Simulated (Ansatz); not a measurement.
# CoSi: the cost of one run

Method: DFT PBE, scalar-relativistic, plane waves, PAW, in Ansatz 0.2.0.

## Step 1: The starting structure

Symmetry: P2_13, No. 198, cubic system. The conventional cell has a = 4.383 Å, b = 4.383 Å, c = 4.383 Å, α = 90.00°, β = 90.00°, γ = 90.00°. Co (site symmetry 3) has 7 Si at 2.30 to 2.40 Å as nearest neighbours. Si (site symmetry 3) is surrounded by 7 Co at 2.30 to 2.40 Å.

As a file:

```
CELL_PARAMETERS angstrom
4.38312 0.00000 0.00000
0.00000 4.38312 0.00000
0.00000 0.00000 4.38312
ATOMIC_POSITIONS crystal
Co 0.85410 0.64590 0.35410
Co 0.64590 0.35410 0.85410
Co 0.35410 0.85410 0.64590
Co 0.14590 0.14590 0.14590
Si 0.15654 0.34346 0.65654
Si 0.34346 0.65654 0.15654
Si 0.65654 0.15654 0.34346
Si 0.84346 0.84346 0.84346
```

The structure comes from the Materials Project (structure only).

(A quick probe on a coarse mesh, which set the mesh and smearing, is not shown.)

## Step 3: The relaxation

File input.yaml:

```yaml
crystal:
  lattice:
    - [4.3831181, 0.0, 0.0]
    - [0.0, 4.3831181, 0.0]
    - [0.0, 0.0, 4.3831181]
  atoms:
    - { symbol: Co, position: [0.85409671, 0.64590329, 0.35409671] }
    - { symbol: Co, position: [0.64590329, 0.35409671, 0.85409671] }
    - { symbol: Co, position: [0.35409671, 0.85409671, 0.64590329] }
    - { symbol: Co, position: [0.14590329, 0.14590329, 0.14590329] }
    - { symbol: Si, position: [0.15653929, 0.34346071, 0.65653929] }
    - { symbol: Si, position: [0.34346071, 0.65653929, 0.15653929] }
    - { symbol: Si, position: [0.65653929, 0.15653929, 0.34346071] }
    - { symbol: Si, position: [0.84346071, 0.84346071, 0.84346071] }
basis:
  ecutwfc: 420
kpoints:
  mp_grid: { grid: [8, 8, 8] }
hamiltonian:
  xc: pbe
scf:
  occupations: { method: gaussian, width: 0.1 }
output:
  forces: true
  stress: true
  eigenvalues: true
  write_density: true
  write_potential: true
  elf: true
  volumetric_format: npy
relax:
  adjacent_minimum: "off"
  f_tol: 0.005
  max_steps: 80
  cell: { stress_tol: 0.05 }
```

Started as:

```console
> ansatz run input.yaml --threads 4 --pin off --max-ram 8192MiB --backend cpu --events-out ev --progress --plain --runs-dir out
```

**Question.** How long does this run take on 4 threads of Arm Neoverse V2, shared host, and how much memory does it need?

About 34 s, with a peak of 0.49 GiB.
